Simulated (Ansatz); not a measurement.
# CH₃NSn: a ladder of functionals and wavefunction methods

One table from this session's results is given with a row withheld; the runs are named, their logs left out.

Method: functionals in def2-TZVPP, the program's frozen cores in correlated methods; program: Ansatz 0.2.0, Gaussian basis.

The runs, in order: LDA (SPW92), PBE-D4, revPBE-D4, BLYP-D4, r2SCAN-D4, B97M-V, PBE0-D4, B3LYP-D4, r2SCANh-D4, r2SCAN0-D4, HSE06-D4, BHLYP-D4, CAM-B3LYP-D4, LC-ωPBE, ωB97X-V, ωB97M-V, B2PLYP, PBE-QIDH; CCSD(T)/def2-SVP; CCSD(T)/def2-TZVPP; MP2/def2-QZVPP; extrapolation to the limit; RPA on PBE.

**The geometry**

The geometry comes from an earlier relaxation with PBE0-D4 in a triple-zeta def2 set; it is a stationary point. Sn takes the def2 core potential; no spin-orbit term is included.

6 atoms, charge 0, spin multiplicity 1.

Atoms are counted from 1 here; the program's logs count them from 0.

Bond lengths: C1–N2 1.152 Å, C1–H4 1.071 Å, Sn3–H5 1.762 Å, Sn3–H6 1.762 Å. Angles: N2–C1–H4 175.2°, H5–Sn3–H6 93.2°.

Set-up of the first run:

Input file in.yaml:

```yaml
crystal:
  periodic: [false, false, false]
  atoms:
    - {symbol: C, position_ang: [-0.129076, -1.564608, 0.090631]}
    - {symbol: N, position_ang: [-1.054896, -0.896813, -0.065707]}
    - {symbol: Sn, position_ang: [0.866499, 1.136157, 0.007666]}
    - {symbol: H, position_ang: [0.675597, -2.256356, 0.234715]}
    - {symbol: H, position_ang: [-0.011062, 1.665761, -1.424956]}
    - {symbol: H, position_ang: [-0.304960, 1.851958, 1.111450]}
basis:
  gaussian: {orbitals: def2-TZVPP}
hamiltonian: {xc: lda}
output: {orbitals: {seedname: orbitals}}
```

Run with:

```sh
ansatz run in.yaml --threads 2 --pin off --events-out ev --progress --plain --max-ram 4352MiB
```

Steps of the session up to this table: LDA; PBE-D4 (GGA); revPBE-D4 (GGA); BLYP-D4 (GGA); r2SCAN-D4 (meta-GGA); B97M-V (meta-GGA); PBE0-D4 (hybrid); B3LYP-D4 (hybrid); r2SCANh-D4 (hybrid); r2SCAN0-D4 (hybrid); HSE06-D4 (hybrid); BHLYP-D4 (hybrid); CAM-B3LYP-D4 (range-separated); LC-ωPBE (range-separated); ωB97X-V (range-separated); ωB97M-V (range-separated); B2PLYP (double hybrid); PBE-QIDH (double hybrid).

One of the session's tables, all rows but one given; the rest of the session is left out.

It belongs to the step «Frontier levels by functional». 

```
  functional  HOMO (eV)  LUMO (eV)  gap (eV)
 LDA (SPW92)      -5.51      -3.01      2.49
      PBE-D4      -5.35      -2.73      2.62
   revPBE-D4      -5.30      -2.62      2.67
     BLYP-D4      -5.25      -2.64      2.60
   r2SCAN-D4      -5.55      -2.52      3.04
      B97M-V      -5.47      -2.58      2.89
     PBE0-D4          ?          ?         ?
    B3LYP-D4      -6.12      -2.16      3.96
  r2SCANh-D4      -5.89      -2.23      3.66
  r2SCAN0-D4      -6.40      -1.80      4.60
    HSE06-D4      -5.86      -2.29      3.57
    BHLYP-D4      -7.07      -1.10      5.97
CAM-B3LYP-D4      -7.46      -0.96      6.50
     LC-ωPBE      -8.63       0.15      8.78
     ωB97X-V      -8.35       0.06      8.41
     ωB97M-V      -8.26      -0.13      8.13
```

**Question.** Estimate the row for PBE0-D4.

**Answer.** HOMO (eV): -6.25; LUMO (eV): -1.93; gap (eV): 4.32. In the column «HOMO (eV)» it lies between r2SCAN0-D4 (-6.40) and B3LYP-D4 (-6.12).
